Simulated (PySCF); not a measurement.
# N²⁺: excitation energies in aug-cc-pCVTZ-DK plus 1 even-tempered diffuse shell per l

Aim: the excitation energy of nitrogen from differences of total energies, at each level of theory, and how far each lands from the tabulated value where there is one.

Program: PySCF 2.14.0. Level of theory: unrestricted determinants in a Gaussian basis, no spin-orbit coupling in the energies. These are calculated values, not measurements, unless marked.

### 1 The system

| Item | Value |
| --- | --- |
| Element | nitrogen (Z = 7) |
| Basis | aug-cc-pCVTZ-DK with one added diffuse shell each of s, p, d, f type (8s7p5d3f, 75 functions) |
| Hamiltonian | scalar relativity by spin-free X2C-1e |
| State 1 | N²⁺: [He] 2s1 2p1 3d1, one real determinant (an excited configuration) |
| State 2 | N²⁺: [He] 2s1 2p1 3s1, high-spin 4P determinant (an excited configuration) |
| Needed too, but not shown | N²⁺ [He] 2s2 2p1 (2P) |
| Methods | UHF, LDA, PBE, PBE0, r2SCAN, BLYP, BP86, PW91, wB97X-V, MP2 |
| Core shells frozen in the correlated runs | valence: 1s2; valence and next inner shell: nothing (for N²⁺) |

Outer shells as boxes (Hund's rule):

N2+ [He] 2s1 2p1 3d1
```
[He] core
2s [↑ ]
2p [↑ ][  ][  ]
3d [↑ ][  ][  ][  ][  ]
```

N2+ [He] 2s1 2p1 3s1
```
[He] core
2s [↑ ]
2p [↑ ][  ][  ]
3s [↑ ]
```

One driver process ran all states and methods and kept the integrals in memory. Each run is shown as a PySCF script that sums up its settings (the driver passes frozen orbitals as a list and adds second-order terms of double hybrids); the logs are those of the runs themselves. The driver starts from symmetry-adapted Hartree-Fock orbitals, holds the occupation by maximum overlap and uses a logarithmic radial grid for functionals, so a plain start would take other cycles.

The integrals over 75 functions and the set-up took 0.42 s of CPU time.

### 2 N²⁺ [He] 2s1 2p1 3d1

**UHF**

Contents of input.py:

```python
from pyscf import gto, scf, dft, mp, cc
import basis_set_exchange as bse
mol = gto.M(atom="N 0 0 0", charge=2, spin=3, symmetry="D2h",
            basis=gto.basis.parse(bse.get_basis("aug-cc-pCVTZ-DK", elements=["N"], fmt="nwchem", augment_diffuse=1)),
            nucmod="G")
mf = scf.UHF(mol).sfx2c1e()
mf.irrep_nelec = {'Ag': (2, 1), 'B2g': (1, 0), 'B2u': (1, 0)}
mf.kernel()
```

Standard output:

```text
damping factor = 0
level_shift factor = 0
DIIS = <class 'pyscf.scf.diis.CDIIS'>
diis_start_cycle = 1
diis_space = 10
diis_damp = 0
SCF conv_tol = 1e-09
SCF conv_tol_grad = None
number electrons alpha = 4  beta = 1
cycle= 1 E= -51.4088406026231  delta_E= -0.00262  |g|= 0.0177  |ddm|= 0.0392
cycle= 2 E= -51.408941972684  delta_E= -0.000101  |g|= 0.00351  |ddm|= 0.00828
cycle= 3 E= -51.40894664944  delta_E= -4.68e-06  |g|= 0.00012  |ddm|= 0.00233
cycle= 4 E= -51.4089466560693  delta_E= -6.63e-09  |g|= 1.13e-05  |ddm|= 0.000218
cycle= 5 E= -51.408946656256  delta_E= -1.87e-10  |g|= 2.25e-06  |ddm|= 4.44e-05
converged SCF energy = -51.408946656256  <S^2> = 3.7500107  2S+1 = 4.0000054
```

CPU time 3.4 s on a shared host, the integrals not counted.

Orbital energies by shell (radii are means over both spins):

```tsv
shell	electrons	mean orbital energy (eV)	spread (eV)	rms radius (bohr)
1s α	1	-482.78	0	0.264
1s β	1	-478.81	0	0.264
2s α	1	-69.803	0	1.20
2p α	1	-59.628	0	1.15
3d α	1	-14.353	0	3.49
```

⟨S²⟩ = 3.750, ⟨L²⟩ = 8.01.

Spin-orbit constants on these orbitals (cm⁻¹; bare nucleus, screened nucleus, mean field): 2p 218.8, 156.3, 134.2; 3d 3.976, 1.704, 1.596. To first order in LS coupling the lowest level has J = 3/2 and lies 0.0114 eV below the centre of the term.

⟨L²⟩ = 8.01 against 12 for a pure F term, so this real determinant mixes terms.

**LDA**

Changes to input.py:

```diff
@@ -5,3 +5,3 @@
             nucmod="G")
-mf = scf.UHF(mol).sfx2c1e()
+mf = dft.UKS(mol, xc="LDA,VWN").sfx2c1e()
 mf.irrep_nelec = {'Ag': (2, 1), 'B2g': (1, 0), 'B2u': (1, 0)}
```

Standard output:

```text
damping factor = 0
level_shift factor = 0
DIIS = <class 'pyscf.scf.diis.CDIIS'>
diis_start_cycle = 1
diis_space = 10
diis_damp = 0
SCF conv_tol = 1e-09
SCF conv_tol_grad = None
number electrons alpha = 4  beta = 1
XC functionals = LDA,VWN
    P. A. M. Dirac.,  Math. Proc. Cambridge Philos. Soc. 26, 376 (1930)
    F. Bloch.,  Z. Phys. 57, 545 (1929)
    S. H. Vosko, L. Wilk, and M. Nusair.,  Can. J. Phys. 58, 1200 (1980)
cycle= 1 E= -51.0480647727399  delta_E= -0.00646  |g|= 0.0262  |ddm|= 0.132
cycle= 2 E= -51.048088407518  delta_E= -2.36e-05  |g|= 0.00213  |ddm|= 0.0134
cycle= 3 E= -51.0480885610876  delta_E= -1.54e-07  |g|= 1.65e-05  |ddm|= 0.000594
cycle= 4 E= -51.0480885611524  delta_E= -6.48e-11  |g|= 3.08e-07  |ddm|= 3.28e-05
converged SCF energy = -51.0480885611524  <S^2> = 3.7500065  2S+1 = 4.0000032
```

It used 0.78 s of CPU time after the integrals (shared host).

**PBE**

Changes to input.py:

```diff
@@ -5,3 +5,3 @@
             nucmod="G")
-mf = dft.UKS(mol, xc="LDA,VWN").sfx2c1e()
+mf = dft.UKS(mol, xc="PBE").sfx2c1e()
 mf.irrep_nelec = {'Ag': (2, 1), 'B2g': (1, 0), 'B2u': (1, 0)}
```

Standard output:

```text
damping factor = 0
level_shift factor = 0
DIIS = <class 'pyscf.scf.diis.CDIIS'>
diis_start_cycle = 1
diis_space = 10
diis_damp = 0
SCF conv_tol = 1e-09
SCF conv_tol_grad = None
number electrons alpha = 4  beta = 1
XC functionals = PBE
    J. P. Perdew, K. Burke, and M. Ernzerhof.,  Phys. Rev. Lett. 77, 3865 (1996)
    J. P. Perdew, K. Burke, and M. Ernzerhof.,  Phys. Rev. Lett. 78, 1396 (1997)
    J. P. Perdew, K. Burke, and M. Ernzerhof.,  Phys. Rev. Lett. 77, 3865 (1996)
    J. P. Perdew, K. Burke, and M. Ernzerhof.,  Phys. Rev. Lett. 78, 1396 (1997)
cycle= 1 E= -51.468582985371  delta_E= -0.00424  |g|= 0.00964  |ddm|= 0.133
cycle= 2 E= -51.4685995876665  delta_E= -1.66e-05  |g|= 0.000736  |ddm|= 0.017
cycle= 3 E= -51.4685998594181  delta_E= -2.72e-07  |g|= 0.000127  |ddm|= 0.00217
cycle= 4 E= -51.4685998649136  delta_E= -5.5e-09  |g|= 1.29e-05  |ddm|= 0.000322
cycle= 5 E= -51.4685998649551  delta_E= -4.15e-11  |g|= 3.15e-07  |ddm|= 1.54e-05
converged SCF energy = -51.4685998649551  <S^2> = 3.7500045  2S+1 = 4.0000022
```

It used 1.3 s of CPU time after the integrals (shared host).

**PBE0**

Changes to input.py:

```diff
@@ -5,3 +5,3 @@
             nucmod="G")
-mf = dft.UKS(mol, xc="PBE").sfx2c1e()
+mf = dft.UKS(mol, xc="PBE0").sfx2c1e()
 mf.irrep_nelec = {'Ag': (2, 1), 'B2g': (1, 0), 'B2u': (1, 0)}
```

Standard output:

```text
damping factor = 0
level_shift factor = 0
DIIS = <class 'pyscf.scf.diis.CDIIS'>
diis_start_cycle = 1
diis_space = 10
diis_damp = 0
SCF conv_tol = 1e-09
SCF conv_tol_grad = None
number electrons alpha = 4  beta = 1
XC functionals = PBE0
    C. Adamo and V. Barone.,  J. Chem. Phys. 110, 6158 (1999)
    M. Ernzerhof and G. E. Scuseria.,  J. Chem. Phys. 110, 5029 (1999)
cycle= 1 E= -51.4720917910416  delta_E= -0.00287  |g|= 0.0081  |ddm|= 0.0931
cycle= 2 E= -51.4721232831754  delta_E= -3.15e-05  |g|= 0.000898  |ddm|= 0.0136
cycle= 3 E= -51.4721242837917  delta_E= -1e-06  |g|= 9.76e-05  |ddm|= 0.0024
cycle= 4 E= -51.4721242971371  delta_E= -1.33e-08  |g|= 3.21e-06  |ddm|= 0.000314
cycle= 5 E= -51.4721242971451  delta_E= -8.01e-12  |g|= 1.89e-07  |ddm|= 6.68e-06
converged SCF energy = -51.4721242971451  <S^2> = 3.7500046  2S+1 = 4.0000023
```

It used 1.6 s of CPU time after the integrals (shared host).

**r2SCAN**

Changes to input.py:

```diff
@@ -5,3 +5,3 @@
             nucmod="G")
-mf = dft.UKS(mol, xc="PBE0").sfx2c1e()
+mf = dft.UKS(mol, xc="R2SCAN").sfx2c1e()
 mf.irrep_nelec = {'Ag': (2, 1), 'B2g': (1, 0), 'B2u': (1, 0)}
```

Standard output:

```text
damping factor = 0
level_shift factor = 0
DIIS = <class 'pyscf.scf.diis.CDIIS'>
diis_start_cycle = 1
diis_space = 10
diis_damp = 0
SCF conv_tol = 1e-09
SCF conv_tol_grad = None
number electrons alpha = 4  beta = 1
XC functionals = R2SCAN
    J. W. Furness, A. D. Kaplan, J. Ning, J. P. Perdew, and J. Sun.,  J. Phys. Chem. Lett. 11, 8208-8215 (2020)
    J. W. Furness, A. D. Kaplan, J. Ning, J. P. Perdew, and J. Sun.,  J. Phys. Chem. Lett. 11, 9248-9248 (2020)
    J. W. Furness, A. D. Kaplan, J. Ning, J. P. Perdew, and J. Sun.,  J. Phys. Chem. Lett. 11, 8208-8215 (2020)
    J. W. Furness, A. D. Kaplan, J. Ning, J. P. Perdew, and J. Sun.,  J. Phys. Chem. Lett. 11, 9248-9248 (2020)
cycle= 1 E= -51.5060949826314  delta_E= -0.00342  |g|= 0.0089  |ddm|= 0.104
cycle= 2 E= -51.5061224152335  delta_E= -2.74e-05  |g|= 0.000845  |ddm|= 0.0154
cycle= 3 E= -51.506122989544  delta_E= -5.74e-07  |g|= 0.000106  |ddm|= 0.00195
cycle= 4 E= -51.5061229954692  delta_E= -5.93e-09  |g|= 1.02e-05  |ddm|= 0.00026
cycle= 5 E= -51.5061229955623  delta_E= -9.31e-11  |g|= 4.5e-06  |ddm|= 2.73e-05
converged SCF energy = -51.5061229955623  <S^2> = 3.7500126  2S+1 = 4.0000063
```

CPU time 2.8 s on a shared host, the integrals not counted.

**BLYP**

Changes to input.py:

```diff
@@ -5,3 +5,3 @@
             nucmod="G")
-mf = dft.UKS(mol, xc="R2SCAN").sfx2c1e()
+mf = dft.UKS(mol, xc="BLYP").sfx2c1e()
 mf.irrep_nelec = {'Ag': (2, 1), 'B2g': (1, 0), 'B2u': (1, 0)}
```

Standard output:

```text
damping factor = 0
level_shift factor = 0
DIIS = <class 'pyscf.scf.diis.CDIIS'>
diis_start_cycle = 1
diis_space = 10
diis_damp = 0
SCF conv_tol = 1e-09
SCF conv_tol_grad = None
number electrons alpha = 4  beta = 1
XC functionals = BLYP
    A. D. Becke.,  Phys. Rev. A 38, 3098 (1988)
    C. Lee, W. Yang, and R. G. Parr.,  Phys. Rev. B 37, 785 (1988)
    B. Miehlich, A. Savin, H. Stoll, and H. Preuss.,  Chem. Phys. Lett. 157, 200 (1989)
cycle= 1 E= -51.5248128420422  delta_E= -0.00421  |g|= 0.00837  |ddm|= 0.155
cycle= 2 E= -51.5248303656409  delta_E= -1.75e-05  |g|= 0.000918  |ddm|= 0.0196
cycle= 3 E= -51.5248307253044  delta_E= -3.6e-07  |g|= 0.000145  |ddm|= 0.00285
cycle= 4 E= -51.5248307306437  delta_E= -5.34e-09  |g|= 7.36e-06  |ddm|= 0.000307
cycle= 5 E= -51.5248307306583  delta_E= -1.47e-11  |g|= 2.07e-07  |ddm|= 1.15e-05
converged SCF energy = -51.5248307306583  <S^2> = 3.7500048  2S+1 = 4.0000024
```

CPU time 1.3 s on a shared host, the integrals not counted.

**BP86**

Changes to input.py:

```diff
@@ -5,3 +5,3 @@
             nucmod="G")
-mf = dft.UKS(mol, xc="BLYP").sfx2c1e()
+mf = dft.UKS(mol, xc="B88,P86").sfx2c1e()
 mf.irrep_nelec = {'Ag': (2, 1), 'B2g': (1, 0), 'B2u': (1, 0)}
```

Standard output:

```text
damping factor = 0
level_shift factor = 0
DIIS = <class 'pyscf.scf.diis.CDIIS'>
diis_start_cycle = 1
diis_space = 10
diis_damp = 0
SCF conv_tol = 1e-09
SCF conv_tol_grad = None
number electrons alpha = 4  beta = 1
XC functionals = B88,P86
    A. D. Becke.,  Phys. Rev. A 38, 3098 (1988)
    J. P. Perdew.,  Phys. Rev. B 33, 8822 (1986)
cycle= 1 E= -51.5231324366796  delta_E= -0.00396  |g|= 0.008  |ddm|= 0.112
cycle= 2 E= -51.5231488464303  delta_E= -1.64e-05  |g|= 0.000772  |ddm|= 0.0178
cycle= 3 E= -51.5231490959379  delta_E= -2.5e-07  |g|= 0.000132  |ddm|= 0.00224
cycle= 4 E= -51.5231491005577  delta_E= -4.62e-09  |g|= 6.63e-06  |ddm|= 0.000283
cycle= 5 E= -51.5231491005674  delta_E= -9.73e-12  |g|= 1.2e-07  |ddm|= 1.03e-05
converged SCF energy = -51.5231491005674  <S^2> = 3.7500059  2S+1 = 4.000003
```

It used 1.3 s of CPU time after the integrals (shared host).

**PW91**

Changes to input.py:

```diff
@@ -5,3 +5,3 @@
             nucmod="G")
-mf = dft.UKS(mol, xc="B88,P86").sfx2c1e()
+mf = dft.UKS(mol, xc="PW91,PW91").sfx2c1e()
 mf.irrep_nelec = {'Ag': (2, 1), 'B2g': (1, 0), 'B2u': (1, 0)}
```

Standard output:

```text
damping factor = 0
level_shift factor = 0
DIIS = <class 'pyscf.scf.diis.CDIIS'>
diis_start_cycle = 1
diis_space = 10
diis_damp = 0
SCF conv_tol = 1e-09
SCF conv_tol_grad = None
number electrons alpha = 4  beta = 1
XC functionals = PW91,PW91
    J. P. Perdew. In P. Ziesche and H. Eschrig, editors, Proceedings of the 75. WE-Heraeus-Seminar and 21st Annual International Symposium on Electronic Structure of Solids, 11. Berlin, 1991. Akademie Verlag.
    J. P. Perdew, J. A. Chevary, S. H. Vosko, K. A. Jackson, M. R. Pederson, D. J. Singh, and C. Fiolhais.,  Phys. Rev. B 46, 6671 (1992)
    J. P. Perdew, J. A. Chevary, S. H. Vosko, K. A. Jackson, M. R. Pederson, D. J. Singh, and C. Fiolhais.,  Phys. Rev. B 48, 4978 (1993)
    J. P. Perdew. In P. Ziesche and H. Eschrig, editors, Proceedings of the 75. WE-Heraeus-Seminar and 21st Annual International Symposium on Electronic Structure of Solids, 11. Berlin, 1991. Akademie Verlag.
    J. P. Perdew, J. A. Chevary, S. H. Vosko, K. A. Jackson, M. R. Pederson, D. J. Singh, and C. Fiolhais.,  Phys. Rev. B 46, 6671 (1992)
    J. P. Perdew, J. A. Chevary, S. H. Vosko, K. A. Jackson, M. R. Pederson, D. J. Singh, and C. Fiolhais.,  Phys. Rev. B 48, 4978 (1993)
cycle= 1 E= -51.5020856744107  delta_E= -0.00446  |g|= 0.00929  |ddm|= 0.147
cycle= 2 E= -51.5021058176884  delta_E= -2.01e-05  |g|= 0.00087  |ddm|= 0.0194
cycle= 3 E= -51.5021062238514  delta_E= -4.06e-07  |g|= 0.000159  |ddm|= 0.00275
cycle= 4 E= -51.5021062322247  delta_E= -8.37e-09  |g|= 1.15e-05  |ddm|= 0.000385
cycle= 5 E= -51.5021062322611  delta_E= -3.64e-11  |g|= 2.87e-07  |ddm|= 1.43e-05
converged SCF energy = -51.5021062322611  <S^2> = 3.7500044  2S+1 = 4.0000022
```

It used 1.3 s of CPU time after the integrals (shared host).

**wB97X-V**

Changes to input.py:

```diff
@@ -5,3 +5,3 @@
             nucmod="G")
-mf = dft.UKS(mol, xc="PW91,PW91").sfx2c1e()
+mf = dft.UKS(mol, xc="WB97X_V").sfx2c1e()
 mf.irrep_nelec = {'Ag': (2, 1), 'B2g': (1, 0), 'B2u': (1, 0)}
```

Standard output:

```text
damping factor = 0
level_shift factor = 0
DIIS = <class 'pyscf.scf.diis.CDIIS'>
diis_start_cycle = 1
diis_space = 10
diis_damp = 0
SCF conv_tol = 1e-09
SCF conv_tol_grad = None
number electrons alpha = 4  beta = 1
XC functionals = WB97X_V
    N. Mardirossian and M. Head-Gordon.,  Phys. Chem. Chem. Phys. 16, 9904-9924 (2014)
NLC functional = WB97X_V
cycle= 1 E= -51.5108981524849  delta_E= -0.00292  |g|= 0.012  |ddm|= 0.0776
cycle= 2 E= -51.5110769404752  delta_E= -0.000179  |g|= 0.00353  |ddm|= 0.0207
cycle= 3 E= -51.5111057579996  delta_E= -2.88e-05  |g|= 0.000696  |ddm|= 0.0107
cycle= 4 E= -51.5111071630837  delta_E= -1.41e-06  |g|= 4.48e-05  |ddm|= 0.0029
cycle= 5 E= -51.5111071693026  delta_E= -6.22e-09  |g|= 4.98e-06  |ddm|= 0.000208
cycle= 6 E= -51.5111071693619  delta_E= -5.93e-11  |g|= 5.55e-07  |ddm|= 2.22e-05
converged SCF energy = -51.5111071693619  <S^2> = 3.7500053  2S+1 = 4.0000027
```

CPU time 3.3 s on a shared host, the integrals not counted.

### 3 N²⁺ [He] 2s1 2p1 3d1, continued

**MP2 (valence)**

Edit input.py of step 2 so:

```diff
@@ -5,4 +5,5 @@
             nucmod="G")
-mf = dft.UKS(mol, xc="WB97X_V").sfx2c1e()
+mf = scf.UHF(mol).sfx2c1e()
 mf.irrep_nelec = {'Ag': (2, 1), 'B2g': (1, 0), 'B2u': (1, 0)}
 mf.kernel()
+mp.UMP2(mf, frozen=1).kernel()
```

This step left no log, only its results.

It used 0.15 s of CPU time after the integrals (shared host).

With 3 electrons correlated, the MP2 correlation energy is -0.00950 hartree (-0.00950 same spin, 0.00000 opposite spin); the SCS form gives -0.00317. Largest pairs of shells: 2s-2p -0.0039, 2s-3d -0.0036, 2p-3d -0.0020, 2p-2p 0.0000, 2s-2s 0.0000.

**MP2 (valence and next inner shell)**

Changes to input.py:

```diff
@@ -8,2 +8,2 @@
 mf.kernel()
-mp.UMP2(mf, frozen=1).kernel()
+mp.UMP2(mf, frozen=0).kernel()
```

No log was kept for this step.

It used 0.4 s of CPU time after the integrals (shared host).

With 5 electrons correlated, the MP2 correlation energy is -0.05488 hartree (-0.01217 same spin, -0.04271 opposite spin); the SCS form gives -0.05531. Largest pairs of shells: 1s-1s -0.0369, 1s-2p -0.0044, 1s-2s -0.0040, 2s-2p -0.0039, 2s-3d -0.0036.

Radial density 4πr²ρ of N²⁺ at UHF:

```tsv
r (bohr)	density	spin density
0.00424	0.0452	0.002
0.00713	0.122	0.004
0.0120	0.318	0.012
0.0202	0.798	0.029
0.0339	1.85	0.067
0.0571	3.80	0.134
0.0960	6.27	0.210
0.161	7.28	0.219
0.272	4.82	0.202
0.457	1.91	0.748
0.768	1.89	1.827
1.29	1.37	1.369
2.17	0.458	0.458
3.66	0.265	0.265
6.15	0.0277	0.028
10.3	0.000372	0.000
```

[end of part 1 of 2]
